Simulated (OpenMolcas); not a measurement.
# GeSiH4F2 (SMILES F[SiH](F)[GeH3]) at 6 levels

Aim: a comparison of 6 runs (HF/3-21G, M06-2X/def2-SVP, M06-L/def2-SVP, PBE/def2-SVP, TPSS/def2-SVP, r2SCAN/def2-SVP) of GeSiH4F2. 

The results are computed with OpenMolcas 26.06.

1 further run of the same task is left out (set aside as unsound or not needed).

## Step 1: The structure to begin with

GeSiH4F2 has 8 atoms, charge 0, and is taken as a singlet. SMILES: `F[SiH](F)[GeH3]`. The shape is that of a PBE0-D4/def2-TZVP optimisation.

Bond lengths: F1–Si2 1.592 Å, Si2–F3 1.592 Å, Si2–Ge4 2.377 Å, Si2–H5 1.481 Å, Ge4–H6 1.536 Å, Ge4–H7 1.534 Å, Ge4–H8 1.536 Å. Some angles: F1–Si2–F3 107.0°, F1–Si2–Ge4 109.5°, F3–Si2–Ge4 109.5°, F1–Si2–H5 107.4°, F3–Si2–H5 107.4°, Ge4–Si2–H5 115.8°, Si2–Ge4–H6 109.5°, Si2–Ge4–H7 110.3°, Si2–Ge4–H8 109.5°, H6–Ge4–H7 109.3°.

## Step 2: Energy and forces at HF/3-21G (run 1)

The input, mol.input:

```
* F2GeH4Si Hartree-Fock

&GATEWAY
 BASLIB=$CurrDir
 COORD
 8
 angstrom
 F        1.301800      -1.418600       1.197400
 Si       1.139900      -0.126600       0.280900
 F        1.983100      -0.386400      -1.044700
 Ge      -1.151500       0.164400      -0.281300
 H        1.776500       1.004200       0.994900
 H       -1.970000       0.389600       0.998800
 H       -1.682300      -1.076600      -1.011200
 H       -1.305500       1.392900      -1.190400
 BASIS=3-21G
 GROUP=NoSym

&SEWARD

&SCF
 THRESHOLDS=1e-10 1e-07 1e-07 1e-05
 PRORBITALS=1 1

&ALASKA
```

The basis set 3-21G is read from a file made from the Basis Set Exchange's data (not shown).

Command:

```sh
export MOLCAS_MEM=1860
pymolcas mol.input > mol.log
```

Standard output:

```text
--- Start Module: gateway ---
[...]
--- Stop Module: gateway /rc=_RC_ALL_IS_WELL_ ---
[...]
      Basis functions           61
[...]
--- Start Module: scf ---
[...]
       Convergence after  11 Iterations
[...]
::    Total SCF energy                              -2552.9550946364
[...]
      Total spin, S                                     0.0000000000
[...]
      Total electronic charge=   68.000000
      Total            charge=   -0.000000
[...]
      Dipole Moment (debye):
      Origin of the operator (angstrom)=    0.0415   -0.1665   -0.0712
                   X= -1.5508E+00               Y=  1.7058E+00               Z=  3.1445E-01           Total=  2.3267E+00
      Quadrupole Moment (debye*angstrom):
[...]
 *              Molecular gradients               *
 **************************************************
  Irreducible representation: a
 ------------------------------------------------------------------------------------------
                              X                       Y                       Z
 ------------------------------------------------------------------------------------------
  F1               -4.13859338497957E-03    2.57257274810136E-02   -1.48541958367421E-02
  SI2               1.56677660226343E-02   -3.46243652525811E-02   -1.11130655853939E-02
  F3               -1.59503819653715E-02    7.75714269527628E-03    2.40966679898555E-02
  GE4               4.85472559520161E-03   -1.44142112485124E-03    8.25862923330867E-04
  H5                3.65681952831043E-03    1.92646322664825E-03    1.99797349112751E-03
  H6               -1.46270553854944E-03    2.67549117380472E-04   -4.77977408470664E-05
  H7               -1.29149057125799E-03   -7.55153963858390E-05   -4.27829885849995E-04
  H8               -1.33613968583246E-03    4.64419253444426E-04   -4.77615355487515E-04
[...]
```

Wall time 2.4 s (1 thread of Intel Xeon 6975P-C (Granite Rapids), shared host); peak memory 0.4 GiB.

## Step 3: Energy and gradient at M06-2X/def2-SVP (run 2)

The input, test.inp:

```
&GATEWAY
BasLib=$CurrDir
Coord
8
angstrom
F        1.301800      -1.418600       1.197400
Si       1.139900      -0.126600       0.280900
F        1.983100      -0.386400      -1.044700
Ge      -1.151500       0.164400      -0.281300
H        1.776500       1.004200       0.994900
H       -1.970000       0.389600       0.998800
H       -1.682300      -1.076600      -1.011200
H       -1.305500       1.392900      -1.190400
Basis=def2-SVP
Group=NoSym
&SEWARD
GridInput
Grid=UltraFine
End of Grid
&SCF
KSDFT=M062X
Thresholds=1e-10 1e-07 1e-07 1e-05
PrOrbitals=1 1
&ALASKA
```

The basis set def2-SVP is read from a file made from the Basis Set Exchange's data (not shown).

Command:

```sh
export MOLCAS_MEM=1860
pymolcas test.inp > test.log
```

Standard output:

```text
--- Start Module: gateway ---
[...]
--- Stop Module: gateway /rc=_RC_ALL_IS_WELL_ ---
[...]
      Basis functions           98
[...]
--- Start Module: scf ---
[...]
       Convergence after  12 Iterations
[...]
::    Total KS-DFT energy                           -2568.0940702680
[...]
      Total spin, S                                     0.0000000000
[...]
      Total electronic charge=   68.000000
      Total            charge=   -0.000000
[...]
      Dipole Moment (debye):
      Origin of the operator (angstrom)=    0.0415   -0.1665   -0.0712
                   X= -1.0809E+00               Y=  1.1904E+00               Z=  2.2009E-01           Total=  1.6229E+00
      Quadrupole Moment (debye*angstrom):
[...]
 *              Molecular gradients               *
 **************************************************
  Irreducible representation: a
 ------------------------------------------------------------------------------------------
                              X                       Y                       Z
 ------------------------------------------------------------------------------------------
  F1               -1.04701788140460E-03    1.45385065594645E-02   -9.65345735556866E-03
  SI2               6.68713212106020E-03   -1.80087346704454E-02   -6.20510741348745E-03
  F3               -8.47957521736475E-03    3.21665073189070E-03    1.48760134966679E-02
  GE4               1.52121804177341E-04   -5.53596382655286E-05    2.98581582267587E-05
  H5                1.18304161747407E-03    3.78012811794726E-04    5.33301978114853E-04
  H6                1.06353208484755E-03   -2.86131277846158E-04   -2.17247358373207E-03
  H7                4.77174393805235E-04    2.16149752805883E-03    1.13868896153457E-03
  H8               -3.64089224673680E-05   -1.94444204459909E-03    1.45317575845283E-03
[...]
```

Run time: 27 s. Hardware: 1 thread of Intel Xeon 6975P-C (Granite Rapids), shared host; peak memory 0.54 GiB.

Runs 3 to 5 aren't shown in full; the table further down has their settings and results.

## Step 4: Energy and gradient at r2SCAN/def2-SVP (run 6)

The input, coord.xyz:

```xyz
8

F      1.301800    -1.418600     1.197400
Si     1.139900    -0.126600     0.280900
F      1.983100    -0.386400    -1.044700
Ge    -1.151500     0.164400    -0.281300
H      1.776500     1.004200     0.994900
H     -1.970000     0.389600     0.998800
H     -1.682300    -1.076600    -1.011200
H     -1.305500     1.392900    -1.190400
```

The input, calc.input:

```
* F2GeH4Si Kohn-Sham DFT

&GATEWAY
 BasLib
 $CurrDir
 Coord
 coord.xyz
 Basis
 def2-SVP
 Group
 NoSym

&SEWARD
 GridInput
 Grid=UltraFine
 End of Grid

&SCF
 KSDFT
 2
 1.0 MGGA_X_R2SCAN
 1.0 MGGA_C_R2SCAN
 Thresholds
 1e-10 1e-07 1e-07 1e-05
 PrOrbitals
 1

&ALASKA
```

The basis set def2-SVP is read from a file made from the Basis Set Exchange's data (not shown).

Command:

```sh
export MOLCAS_MEM=1860
pymolcas calc.input > calc.log
```

Standard output:

```text
--- Start Module: gateway ---
[...]
--- Stop Module: gateway /rc=_RC_ALL_IS_WELL_ ---
[...]
      Basis functions           98
[...]
--- Start Module: scf ---
[...]
       Convergence after  14 Iterations
[...]
::    Total KS-DFT energy                           -2568.0685852101
[...]
      Total spin, S                                     0.0000000000
[...]
      Total electronic charge=   68.000000
      Total            charge=   -0.000000
[...]
      Dipole Moment (debye):
      Origin of the operator (angstrom)=    0.0415   -0.1665   -0.0712
                   X= -9.6656E-01               Y=  1.0684E+00               Z=  1.9862E-01           Total=  1.4544E+00
      Quadrupole Moment (debye*angstrom):
[...]
 *              Molecular gradients               *
 **************************************************
  Irreducible representation: a
 ------------------------------------------------------------------------------------------
                              X                       Y                       Z
 ------------------------------------------------------------------------------------------
  F1               -1.25065801220270E-03    1.71015655551301E-02   -1.18702626035514E-02
  SI2               1.32981538995622E-02   -1.84665667204698E-02   -4.40717550450920E-03
  F3               -1.02388476543958E-02    3.42484788563002E-03    1.77739253700437E-02
  GE4              -2.46212159799697E-03   -7.81399173419572E-05   -7.68765558756712E-04
  H5               -7.45689431136398E-05   -2.14260256867949E-03   -1.00909596524268E-03
  H6                2.35790852356033E-04    1.14313283469558E-04    4.90212147966851E-04
  H7                8.83665000741551E-05   -3.30141127730776E-04   -1.26503281514090E-04
  H8                4.03884955542333E-04    3.76723609798013E-04   -8.23346043672402E-05
[...]
```

Wall time 30 s (1 thread of Intel Xeon 6975P-C (Granite Rapids), shared host); peak memory 0.55 GiB.

## Step 5: All runs side by side

```
run            level  integration grid   energy (Eh)  dipole moment (D)  HOMO energy (eV)  LUMO energy (eV)  wall time
  1         HF/3-21G                 –  -2552.955095               2.33            -11.41              3.38      2.4 s
  2  M06-2X/def2-SVP         UltraFine  -2568.094070               1.62             -9.60              0.83       27 s
  3   M06-L/def2-SVP         UltraFine  -2568.098547               1.58             -7.50             -0.36       32 s
  4     PBE/def2-SVP         UltraFine  -2567.517066               1.34             -7.16             -0.78       23 s
  5    TPSS/def2-SVP         UltraFine  -2568.198783               1.33             -7.36             -0.64       31 s
  6  r2SCAN/def2-SVP         UltraFine  -2568.068585               1.45             -7.54             -0.53       30 s
```

## Step 6: Outcome

| quantity | value |
| --- | --- |
| run 6: total energy | -2568.06859 Eh |
| run 6: dipole moment | 1.45 D |
| run 6: HOMO energy | -7.54 eV |
| run 6: LUMO energy | -0.53 eV |
| run 6: HOMO–LUMO gap | 7.01 eV |
| run 6: largest force on an atom | 1.192 eV/Å |

The dipole moment (its size) runs from 1.33 D (TPSS/def2-SVP) to 2.33 D (HF/3-21G). The two ends differ in method and basis. The HOMO–LUMO gap runs from 6.39 eV (PBE/def2-SVP) to 14.79 eV (HF/3-21G). Totals of different functionals can't be ranked against each other. All runs together took 2.4 min, the longest 32 s.
